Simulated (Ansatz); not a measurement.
Born–Oppenheimer molecular dynamics of a periodic cell of 16 atoms, Li (start crystal Li, start structure bcc, volume 1 times the crystal's). It starts from a structure without forces on its atoms.

Level of theory: DFT PBE-D3(BJ), scalar-relativistic, plane waves, PAW (Ansatz). Settings: accuracy low, cutoff 420 eV, k mesh 2x2x2, fermi-dirac smearing 0.11 eV, no spin polarisation.

```yaml
ensemble: NVT, Langevin thermostat
time_step: 1 fs
steps_asked: 250
set_temperature: 1300 K
friction: 0.02 /fs
seed: 544013
```

First frame:

```xyz
16
Lattice="6.9800 0.0000 0.0000 0.0000 6.9800 0.0000 0.0000 0.0000 6.9800" Properties=species:S:1:pos:R:3
Li 0.000 0.000 0.000
Li 3.490 0.000 0.000
Li 0.000 3.490 0.000
Li 0.000 0.000 3.490
Li 1.745 1.745 1.745
Li 3.490 3.490 0.000
Li 3.490 0.000 3.490
Li 5.235 1.745 1.745
Li 0.000 3.490 3.490
Li 1.745 5.235 1.745
Li 1.745 1.745 5.235
Li 3.490 3.490 3.490
Li 5.235 5.235 1.745
Li 5.235 1.745 5.235
Li 1.745 5.235 5.235
Li 5.235 5.235 5.235
```

**Question.** What does the run give?

**Answer.** The run went to its last step.

| Property | Result |
| --- | --- |
| steps done | 250 |
| time covered | 250 fs |
| mean temperature over the second half | 1146 K |
| spread of the potential energy over the second half | 20.0 meV per atom |
| mean potential energy of the second half above the start | 153.1 meV per atom |

The mean temperature of the second half is 12 % below the set value. A run of 0.25 ps of so small a system gives no equilibrium averages. Limits of this set-up: coarse k mesh, low accuracy level.

**Question.** What happens to the structure?

**Answer.** Mean squared displacements from the first frame to the last, about the centre of mass: Li 0.47 Å². The details hang on the random start.

**Question.** How do temperature and energy run in time?

**Answer.** 
```csv
time (fs),T (K),potential energy less start (eV)
0.0,1219,0.000
20.0,902,1.237
40.0,983,1.657
60.0,1217,2.094
80.0,1500,2.330
100.0,1882,2.361
120.0,1445,2.778
140.0,1231,2.782
160.0,1009,2.829
180.0,1184,2.223
200.0,835,2.452
220.0,1453,1.929
240.0,1054,2.380
```

The run took 15 min on 1 thread of Arm Neoverse V1, with other jobs on the host, peak memory 0.48 GiB.
